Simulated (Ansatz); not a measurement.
**CeO2: the cell at several levels of theory**

An exercise on one series of results from a longer session: the logs are not shown, and one member is left open.

The runs shown are made with Ansatz 0.2.0. PAW datasets, plane waves, zero pressure. No spin polarisation and no zero-point or thermal motion.

1 further run of the same task is left out (for a known fault of the program).

### The structure to begin with

The symmetry is Fm-3m (No. 225, cubic); conventional cell a = 5.467 Å, 13.62 Å³ an atom. Ce has 8 O at 2.37 Å; O has 4 Ce at 2.37 Å.

Structure file:

```cif
data_structure
_symmetry_space_group_name_H-M 'P 1'
_symmetry_Int_Tables_number 1
_cell_length_a 3.8661
_cell_length_b 3.8661
_cell_length_c 3.8661
_cell_angle_alpha 60.000
_cell_angle_beta 60.000
_cell_angle_gamma 60.000
_cell_volume 40.86
loop_
_atom_site_label
_atom_site_type_symbol
_atom_site_fract_x
_atom_site_fract_y
_atom_site_fract_z
_atom_site_occupancy
Ce1 Ce 0.00000 0.00000 0.00000 1
O1 O 0.25000 0.25000 0.25000 1
O2 O 0.75000 0.75000 0.75000 1
```

The first run:

File input.yaml:

```yaml
crystal:
  lattice:
    - [0.0, 2.7337251739, 2.7337251739]
    - [2.7337251739, 0.0, 2.7337251739]
    - [2.7337251739, 2.7337251739, 0.0]
  atoms:
    - { symbol: Ce, position: [0.0, 0.0, 0.0] }
    - { symbol: O, position: [0.25, 0.25, 0.25] }
    - { symbol: O, position: [0.75, 0.75, 0.75] }
kpoints:
  mp_grid: { grid: [8, 8, 8] }
hamiltonian:
  xc: pbe
scf:
  occupations: { method: fermi_dirac, width: 0.02 }
relax:
  f_tol: 0.005
  cell: {}
output:
  write_density: true
  write_potential: true
  elf: true
  volumetric_format: npy
```

Launch:

```bash
ansatz run input.yaml --threads 2 --pin off --max-ram 20275MiB --backend cpu --events-out ev --progress --plain --runs-dir out
```

Among the steps run: Relaxation with PBE; Relaxation with r2SCAN; PBEsol: cell and atoms; Relaxation with LDA; Relaxation with HSE06.

One table of the session follows, with a row left open; its other results are not shown here.

It belongs to the step «The cells side by side». 

```
 level  a (Å)  volume (Å³/atom)
   PBE  5.464            13.597
r2SCAN  5.437            13.396
PBEsol  5.398            13.108
   LDA      ?                 ?
 HSE06  5.394            13.082
```

**Question.** Estimate the row for LDA.

**Answer.** a (Å): 5.359; volume (Å³/atom): 12.823. In the column «a (Å)» it is the lowest.
